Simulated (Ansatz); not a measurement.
# MgB2: the cost of one run

Program: Ansatz 0.2.0. Level of theory: DFT LDA, scalar-relativistic. These are calculated values, not measurements.

### Step 1. The starting structure

It takes space group P6/mmm (No. 191, hexagonal). The conventional cell has a = 3.085 Å, b = 3.085 Å, c = 3.523 Å, α = 90.00°, β = 90.00°, γ = 120.00°. Around Mg (site symmetry 6/mmm) lie 12 B at 2.51 Å. B (site symmetry -6m2) is surrounded by 3 B at 1.78 Å and 6 Mg at 2.51 Å.

Structure file:

```xyz
3
Lattice="3.0850 0.0000 0.0000 -1.5425 2.6717 0.0000 0.0000 0.0000 3.5230" Properties=species:S:1:pos:R:3 pbc="T T T"
Mg    0.0000    0.0000    0.0000
B     0.0000    1.7811    1.7615
B     1.5425    0.8906    1.7615
```

The cell comes from a crystallographic database entry that wasn't checked; take it as a given geometry, which may be far from equilibrium.

Atoms are numbered in the order of the input: Mg1, B2, B3.

### Step 2. Volume × 0.94, LAPW

File input.yaml:

```yaml
crystal:
  lattice:
    - [3.0220238365, 0.0, 0.0]
    - [-1.5110119183, 2.6171494133, 0.0]
    - [0.0, 0.0, 3.451081861]
  atoms:
    - { symbol: Mg, position: [0.0, 0.0, 0.0] }
    - { symbol: B, position: [0.3333333333, 0.6666666667, 0.5] }
    - { symbol: B, position: [0.6666666667, 0.3333333333, 0.5] }
kpoints:
  mp_grid: { grid: [15, 15, 12] }
  band_path:
    path:
      - [0.0, 0.0, 0.0]
      - [0.5, 0.0, 0.0]
      - [0.3333333333, 0.3333333333, 0.0]
      - [0.0, 0.0, 0.0]
      - [0.0, 0.0, 0.5]
      - [0.5, 0.0, 0.5]
      - [0.3333333333, 0.3333333333, 0.5]
      - [0.0, 0.0, 0.5]
      - [0.5, 0.0, 0.5]
    npoints: 5
scf:
  occupations: { method: fermi_dirac, width: 0.05 }
hamiltonian:
  xc: lda
  pseudopotentials: { kind: all_electron, lapw: { basis_error: 0.0005 } }
output:
  forces: true
  stress: true
  eigenvalues: true
```

Command:

```sh
$ ansatz run input.yaml --threads 1 --pin off --max-ram 4096MiB --backend cpu --events-out ev --progress --plain --runs-dir out
```

Q: Estimate wall time and peak memory on 1 thread of Arm Neoverse V1, shared host.

About 28 s, with a peak of 0.51 GiB.
